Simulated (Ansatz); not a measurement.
# Rb2CdSe2O6: checks on the settings of a gradient run, part 1 of 2

More tests of how the quadrupolar parameters of Rb2CdSe2O6 respond to changes of cell, atoms or settings. The cell is a refined structure from the COD. Its positions were relaxed in an earlier run. Planned: a check of dr2_threshold; a check of xc_grid with n_extra_bands.

Program: Ansatz 0.2.0. Level of theory: DFT, PBE, plane-wave PAW, default files, scalar-relativistic, as far as a step names no other. These are calculated values, not measurements.

## Step 1: The structure to begin with

Symmetry: R-3m, No. 166, trigonal system. Conventional cell: a = 5.750 Å, b = 5.750 Å, c = 19.669 Å, α = 90.00°, β = 90.00°, γ = 120.00°. Rb (site symmetry 3m) has 9 O at 2.94 to 3.09 Å as nearest neighbours. Cd (site symmetry -3m) has 6 O at 2.34 Å as nearest neighbours. Around Se (site symmetry 3m) lie 3 O at 1.72 Å. O (site symmetry m) has 1 Se at 1.72 Å and 1 Cd at 2.34 Å as nearest neighbours.

Coordinates:

```
Rb Cd Se O
1.0
     2.87515    1.65997    6.55617
    -2.87515    1.65997    6.55617
     0.00000   -3.31994    6.55617
Rb Cd Se O
2 1 2 6
Direct
  0.80228 0.80228 0.80228
  0.19772 0.19772 0.19772
  0.00000 0.00000 0.00000
  0.62588 0.62588 0.62588
  0.37412 0.37412 0.37412
  0.74482 0.27656 0.74482
  0.74482 0.74482 0.27656
  0.27656 0.74482 0.74482
  0.25518 0.72344 0.25518
  0.72344 0.25518 0.25518
  0.25518 0.25518 0.72344
```

The earlier run gave: gap on the mesh 3.88 eV, largest force 0.002 eV/Å, pressure 2.7 GPa.

The printed gradients, by site:

```tsv
site	atoms	first shell	V_zz (10²¹ V/m²)	η	C_Q (MHz)
Rb	1, 2	9 O at 2.94–3.09 Å	-0.31	0.00	-1.02 (⁸⁷Rb)
Cd	3	6 O at 2.34 Å	-2.46	0.00	–
Se	4, 5	3 O at 1.72 Å	-31.3	0.00	–
O	6, 7, 8, 9, …	1 Se at 1.72 Å; also 1 Cd at 2.34 Å, 3 Rb at 2.94–3.09 Å	12.84	0.20	-7.94 (¹⁷O)
```

V_zz is the principal component of the electric field gradient with the largest magnitude, η = (V_xx − V_yy)/V_zz and C_Q = eQV_zz/h. Quadrupole moments are those of Pyykkö's year-2017 table. A dash under C_Q marks elements without a common quadrupolar isotope.

## Step 2: Trying other settings (scf.convergence.dr2_threshold = 1e-06)

input.yaml reads:

```yaml
crystal:
  lattice:
    - [2.8751508921, 1.6599691415, 6.55617]
    - [-2.8751508921, 1.6599691415, 6.55617]
    - [0.0, -3.3199382831, 6.55617]
  atoms:
    - { symbol: Rb, position: [0.8022830845, 0.8022830845, 0.8022830845] }
    - { symbol: Rb, position: [0.1977169155, 0.1977169155, 0.1977169155] }
    - { symbol: Cd, position: [0.0, 0.0, 0.0] }
    - { symbol: Se, position: [0.6258833531, 0.6258833531, 0.6258833531] }
    - { symbol: Se, position: [0.3741166469, 0.3741166469, 0.3741166469] }
    - { symbol: O, position: [0.7448225625, 0.2765569563, 0.7448225625] }
    - { symbol: O, position: [0.7448225625, 0.7448225625, 0.2765569563] }
    - { symbol: O, position: [0.2765569563, 0.7448225625, 0.7448225625] }
    - { symbol: O, position: [0.2551774375, 0.7234430437, 0.2551774375] }
    - { symbol: O, position: [0.7234430437, 0.2551774375, 0.2551774375] }
    - { symbol: O, position: [0.2551774375, 0.2551774375, 0.7234430437] }
kpoints:
  mp_grid: { grid: [4, 4, 4] }
scf:
  occupations: { method: fermi_dirac, width: 0.02 }
  convergence: { dr2_threshold: 1.0e-06 }
hamiltonian:
  xc: pbe
  pseudopotentials: { kind: paw }
output:
  forces: true
  stress: true
  populations: true
  efg:
    quadrupole_moments_barn: { Rb: 0.1335, O: -0.02558 }
    contact_densities: true
```

Run with:

```sh
ansatz run input.yaml --threads 4 --pin off --max-ram 8192MiB --backend cpu --events-out ev --progress --plain --runs-dir out
```

Output:

```text
Warning: scf.convergence.dr2_threshold = 1e-6 eV is looser than this run's default, which is 1e-7 eV or tighter. The error in the forces grows as the threshold's square root, so leave the key out unless less accurate forces are enough
Warning: output.stress: scf.convergence.dr2_threshold = 1e-6 eV is looser than the 1.1e-9 eV advised for a printed stress (1e-10 eV for each atom of the cell: 11). What an SCF threshold leaves in a stress goes as its square root, and in the free energy as the threshold itself, and one threshold admits the most on a small cell: of the crystals measured, under no hybrid functional and no lock of the moments, on runs that ended without the residual-converged pass, on stresses that held no estimate of that error, the worst erred by over 100 MPa in a component at 1e-7 eV an atom and by under 5 at 1e-10. Set scf.convergence.dr2_threshold to 1.1e-9 eV or tighter. The threshold is an SCF's pass mark: one that does not reach it within its budget of iterations ends unconverged, or closes short of it on a stop that the run arms, and scf.convergence.dr2_threshold's page says what that costs each kind of run
Warning: RAYON_NUM_THREADS=4 ignored (pool sized by the plan → 4); use --threads N
Rb, Cd: output.efg is read without spin–orbit coupling, which moves field gradients at and beside such atoms by some per cent and up to a factor of two; PAW files take it under magnetization.noncollinear and magnetization.spin_orbit
Engine: ansatz 0.2.0, x86_64-unknown-linux-gnu
Pseudopotentials: kind: paw
Pseudopotential: Rb, paw, valence charge 9, recommended cutoff 420 eV (normal), Rb.paw.azcp
Pseudopotential: Cd, paw, valence charge 20, recommended cutoff 420 eV (normal), Cd.paw.azcp
Pseudopotential: Se, paw, valence charge 16, recommended cutoff 420 eV (normal), Se.paw.azcp
Pseudopotential: O, paw, valence charge 6, recommended cutoff 420 eV (normal), O.paw.azcp
Functional definition: PBE
  parameter kappa = 0.804
  parameter beta = 0.06672455060314922
  exchange = pbe_x(kappa = kappa, mu = beta*pi^2/3)
  correlation = pbe_c(beta = beta)
Crystal: 11 atoms, lattice volume = 187.742 Å³
Basis set: ecut = 420 eV, 3717 PW (Γ), exchange–correlation on 100×100×100 points (8 copies of the dense FFT grid, shifted against one another)
Bands: 64, of which v1, the nominal top of the filled ones, is band 53 counted from 1 (52 counted from 0)
Symmetry: 12 space group operations
Space group: R-3m (ITA 166), of the structure as read, at distance tolerance 5.7e-5 Å
k-points: 13 of 64
Non-local potential: Rb, projectors of the file, l = 0: 3, l = 1: 2, l = 2: 2
Non-local potential: Cd, projectors of the file, l = 0: 3, l = 1: 2, l = 2: 2, l = 3: 1
Non-local potential: Se, projectors of the file, l = 0: 2, l = 1: 2, l = 2: 3, l = 3: 1
Non-local potential: O, projectors of the file, l = 0: 2, l = 1: 2, l = 2: 1
PAW form: soft (Blöchl's): semilocal exchange-correlation on the pseudo side does not see the compensation charge
PAW one-centre angular grid: Rb, 110 points (default); XC on 64 Gauss nodes
PAW one-centre angular grid: Cd, 590 points (default); XC on 64 Gauss nodes
PAW one-centre angular grid: Se, 590 points (default); XC on 64 Gauss nodes
PAW one-centre angular grid: O, 110 points (default); XC on 64 Gauss nodes
Initial density: superposition of atomic densities (neutral atoms: chi_scale 0, normalization atom), corrected by the library's trained network
Initial wavefunctions: pseudopotential atomic-orbital guess
Functional: x = pbe(κ = 0.804, μ = 0.2195149727645171), c = pbe(β = 0.06672455060314922)
SCF iter   1: F=—  HF=-29130.976273 eV  |F-HF|=—  |Δ(HF+E_count)|=         —  Δρ=1.30e-3  dr2=1.01e-3  ethr=1.77e-3  ⟨swp⟩=6.5  Hψ=3252  notcnv=0  defer=6
preconditioner: auto → Resta (q_TF=auto, 2.480 Å⁻¹)  ε∞=3.8  [insulator: Δε(μ)=3.880 eV  Ē_g=14.388 eV  σ=0.020 eV  W_gap=1.00  n_scr=46 (ndim 8)  ℏωp=23.9 eV  f_vac=0.056  D(μ)=0.00/eV (n_scr^D=0)  ε∞_Penn≈3.8]
SCF iter   2: F=—  HF=-29130.981351 eV  |F-HF|=—  |Δ(HF+E_count)|=   5.08e-3  Δρ=7.19e-4  dr2=3.68e-4  ethr=9.53e-7  ⟨swp⟩=3.0  Hψ=2061  notcnv=0  defer=53
SCF iter   3: F=—  HF=-29130.982384 eV  |F-HF|=—  |Δ(HF+E_count)|=   1.03e-3  Δρ=2.81e-4  dr2=1.27e-4  ethr=3.47e-7  ⟨swp⟩=2.0  Hψ=1333  notcnv=0  defer=53
SCF iter   4: F=—  HF=-29130.982403 eV  |F-HF|=—  |Δ(HF+E_count)|=   1.88e-5  Δρ=8.23e-5  dr2=1.09e-5  ethr=1.20e-7  ⟨swp⟩=2.0  Hψ=1222  notcnv=0  defer=53
SCF iter   5: F=—  HF=-29130.982405 eV  |F-HF|=—  |Δ(HF+E_count)|=   2.07e-6  Δρ=4.44e-5  dr2=3.44e-6  ethr=1.03e-8  ⟨swp⟩=2.2  Hψ=1197  notcnv=0  defer=53
SCF iter   6: F=-29130.982406 eV  HF=-29130.982406 eV  |F-HF|=4.12e-8  |Δ(HF+E_count)|=   1.69e-6  Δρ=8.92e-6  dr2=1.37e-7  ethr=9.43e-10  ⟨swp⟩=8.8  Hψ=3816  notcnv=0
SCF 1 converged in 6 iterations: F = -29130.982406 eV  dr2 = 1.37e-7
SCF converged after 6 iterations
Free energy (F): -29130.982406 eV
Harris-Foulkes:  -29130.982406 eV  (|F-HF|=4.12e-8)
Internal energy: -29130.982406 eV  (E = F + TS)
E sigma→0 (E₀):  -29130.982406 eV
Fermi energy:    7.688854 eV
--- Per-component energies (eV) ---
  E_band       = -1520.757782
  E_kinetic    = 2176.251379
  E_local      = -13644.847057  (includes V_loc(G=0)·N_el)
  E_nonlocal   = -505.167243
  E_hartree    = 6059.959295
  E_xc         = -1088.168002
  E_vxc        = -1255.764847  (∫ρ·V_xc dr)
  E_paw        = -14101.903850  (= ΣΔE_a)
  E_vpaw       = -411.136457  (= ΣTr[D̂ρ^β])
  E_aug_tail   = 0.013406  (compensation charges beyond the density's cutoff)
  E_ewald      = -8027.120335
  E_smearing   = -0.000000  (= −TS)
  E_closure    = 0.000000  (closes the sum)
  Σ components = -29130.982406   (vs F -29130.982406, Δ=0.00e0)
--- Forces (eV/Å), atoms counted from 1 ---
  atom   1  Rb     0.00000000     0.00000000    -0.00061283
  atom   2  Rb     0.00000000    -0.00000000     0.00061283
  atom   3  Cd    -0.00000000     0.00000000    -0.00000000
  atom   4  Se     0.00000000    -0.00000000     0.00003412
  atom   5  Se     0.00000000     0.00000000    -0.00003412
  atom   6  O      0.00094575    -0.00054603     0.00108277
  atom   7  O      0.00000000     0.00109206     0.00108277
  atom   8  O     -0.00094575    -0.00054603     0.00108277
  atom   9  O     -0.00094575     0.00054603    -0.00108277
  atom  10  O      0.00094575     0.00054603    -0.00108277
  atom  11  O      0.00000000    -0.00109206    -0.00108277
  max |Σ_I F_I| component: 6.51e-18 eV/Å
--- Stress (GPa, compression-positive) ---
        2.880304       0.000000       0.000000
        0.000000       2.880304       0.000000
        0.000000       0.000000       2.319465
  P = ⅓ Tr σ = 2.6934 GPa (26.934 kbar)
--- PAW observables at the nuclei: V_zz in 10²¹ V/m², potentials from the cell's mean, atoms counted from 1 ---
  atom   1  Rb V_zz =    -0.314270   η = 0.0000   by run symmetry: allowed   C_q = -1.0145 MHz
            electrostatic potential = -5307.271475 V   contact ρ = 361969.719221 e/Å³
  atom   2  Rb V_zz =    -0.314270   η = 0.0000   by run symmetry: allowed   C_q = -1.0145 MHz
            electrostatic potential = -5307.271475 V   contact ρ = 361969.719221 e/Å³
  atom   3  Cd V_zz =    -2.456076   η = 0.0000   by run symmetry: allowed
            electrostatic potential = -7704.612872 V   contact ρ = 1035852.703909 e/Å³
  atom   4  Se V_zz =   -31.270381   η = 0.0000   by run symmetry: allowed
            electrostatic potential = -4706.369591 V   contact ρ = 262891.852021 e/Å³
  atom   5  Se V_zz =   -31.270381   η = 0.0000   by run symmetry: allowed
            electrostatic potential = -4706.369591 V   contact ρ = 262891.852021 e/Å³
  atom   6  O  V_zz =   +12.837915   η = 0.1958   by run symmetry: allowed   C_q = -7.9405 MHz
            electrostatic potential = -622.237047 V   contact ρ = 2159.780719 e/Å³
  atom   7  O  V_zz =   +12.837915   η = 0.1958   by run symmetry: allowed   C_q = -7.9405 MHz
            electrostatic potential = -622.237047 V   contact ρ = 2159.780719 e/Å³
  atom   8  O  V_zz =   +12.837915   η = 0.1958   by run symmetry: allowed   C_q = -7.9405 MHz
            electrostatic potential = -622.237047 V   contact ρ = 2159.780719 e/Å³
  atom   9  O  V_zz =   +12.837915   η = 0.1958   by run symmetry: allowed   C_q = -7.9405 MHz
            electrostatic potential = -622.237047 V   contact ρ = 2159.780719 e/Å³
  atom  10  O  V_zz =   +12.837915   η = 0.1958   by run symmetry: allowed   C_q = -7.9405 MHz
            electrostatic potential = -622.237047 V   contact ρ = 2159.780719 e/Å³
  atom  11  O  V_zz =   +12.837915   η = 0.1958   by run symmetry: allowed   C_q = -7.9405 MHz
            electrostatic potential = -622.237047 V   contact ρ = 2159.780719 e/Å³
--- Band table (eV; the first three rows and the last of 13) ---
  k-point 0: bands = ["-94.0129", "-55.1261", "-55.1261", "-55.0854", "-42.8593", "-42.8593", "-42.8591", "-42.8591", "-42.7337", "-42.7337", "-42.7336", "-42.7336", "-42.6827", "-42.6827", "-18.7155", "-18.5539", "-13.9891", "-13.8276", "-11.2755", "-11.2755", "-11.2739", "-11.2739", "-4.5625", "-4.5393", "-3.1539", "-3.1539", "-2.6517", "-2.5387", "-2.5387", "-2.4005", "-0.4747", "-0.4747", "-0.1967", "-0.1967", "0.0236", "0.1214", "1.2690", "1.2690", "1.4848", "1.4848", "1.6786", "3.5750", "3.5750", "4.2518", "4.2518", "4.8550", "4.8550", "4.9811", "5.3529", "5.4170", "5.5173", "5.5173", "5.5703", "9.6000", "10.4149", "10.4149", "11.0792", "11.5231", "11.5231", "12.3362", "13.7640", "14.9238", "14.9399", "14.9399"]
  k-point 1: bands = ["-94.0129", "-55.1261", "-55.1261", "-55.0854", "-42.8593", "-42.8593", "-42.8591", "-42.8590", "-42.7337", "-42.7337", "-42.7336", "-42.7336", "-42.6827", "-42.6827", "-18.6937", "-18.5736", "-13.9513", "-13.8300", "-11.3626", "-11.3036", "-11.2817", "-11.2746", "-4.4401", "-4.3884", "-3.1493", "-3.0449", "-2.7286", "-2.5417", "-2.4999", "-2.4792", "-0.4394", "-0.4145", "-0.2468", "-0.1825", "-0.1417", "0.4037", "0.9903", "1.2246", "1.3126", "1.5674", "2.2443", "3.3041", "3.7156", "4.1510", "4.1953", "4.2983", "4.7028", "4.9415", "5.2429", "5.2847", "5.3358", "5.5368", "5.5919", "10.0358", "10.3927", "10.6054", "11.6092", "11.8326", "12.0598", "12.7311", "13.8873", "14.1744", "14.7260", "14.7445"]
  k-point 2: bands = ["-94.0129", "-55.1261", "-55.1261", "-55.0854", "-42.8594", "-42.8593", "-42.8591", "-42.8590", "-42.7337", "-42.7337", "-42.7336", "-42.7336", "-42.6827", "-42.6827", "-18.6589", "-18.6064", "-13.8973", "-13.8472", "-11.4492", "-11.3329", "-11.2865", "-11.2767", "-4.2725", "-4.2607", "-3.1458", "-2.8879", "-2.8118", "-2.6866", "-2.4768", "-2.4589", "-0.5301", "-0.4164", "-0.3091", "-0.1461", "-0.0540", "0.4949", "1.1438", "1.1610", "1.4242", "1.6879", "1.9846", "3.3437", "3.9723", "4.0020", "4.0177", "4.1423", "4.3180", "4.3970", "5.1377", "5.2193", "5.3899", "5.5432", "5.6966", "10.2857", "10.4338", "11.2007", "11.9998", "12.5392", "12.5455", "12.7292", "13.4512", "14.0519", "14.3786", "14.6361"]
  k-point 12: bands = ["-94.0129", "-55.1261", "-55.1261", "-55.0854", "-42.8593", "-42.8593", "-42.8591", "-42.8591", "-42.7337", "-42.7337", "-42.7336", "-42.7336", "-42.6827", "-42.6827", "-18.7139", "-18.5546", "-13.9962", "-13.8267", "-11.2879", "-11.2879", "-11.2617", "-11.2617", "-4.5195", "-4.2833", "-3.1318", "-3.1318", "-2.8328", "-2.7177", "-2.5395", "-2.5395", "-0.5097", "-0.5097", "-0.2148", "-0.2148", "0.0220", "0.2758", "1.3376", "1.3376", "1.4233", "1.4233", "1.5767", "3.6088", "3.6088", "4.2584", "4.2584", "4.8799", "4.8799", "5.2503", "5.4282", "5.4282", "5.4493", "5.5372", "5.5549", "9.8798", "10.4448", "10.4964", "10.4964", "11.9478", "11.9478", "12.0256", "13.3354", "14.6326", "14.6326", "14.7174"]
--- Löwdin populations: 11 sites ---
  site symbol       q [e]
     0     Rb      8.2328
     1     Rb      8.2328
     2     Cd     18.5375
     3     Se     14.5025
     4     Se     14.5025
     5      O      6.8697
     6      O      6.8697
     7      O      6.8697
     8      O      6.8697
     9      O      6.8697
    10      O      6.8697
  spilling = 0.007298 (of n_electrons = 106.000000)
```

Run time: 5.8 s. Hardware: 4 threads of Intel Xeon at 2.70GHz, shared host; peak memory 0.82 GiB.

State: gap on the mesh 3.88 eV, largest force 0.002 eV/Å, pressure 2.7 GPa.

Against step 1 (V_zz in 10²¹ V/m²):

```tsv
site	atoms	V_zz, PBE relaxed	V_zz, dr2_threshold 1e-06	η, PBE relaxed	η, dr2_threshold 1e-06
Rb	1, 2	-0.31	-0.31	0.00	0.00
Cd	3	-2.46	-2.46	0.00	0.00
Se	4, 5	-31.3	-31.3	0.00	0.00
O	6, 7, 8, …	12.84	12.84	0.20	0.20
```

The sizes of the gradients above 0.15 moved by 0.0 % in the median, 0.2 % at the site that moves most (small gradients counted from 0.15; Rb, -0.315 to -0.314). The free energy stayed within 0.1 meV/atom.

(Continued in part 2 of 2.)
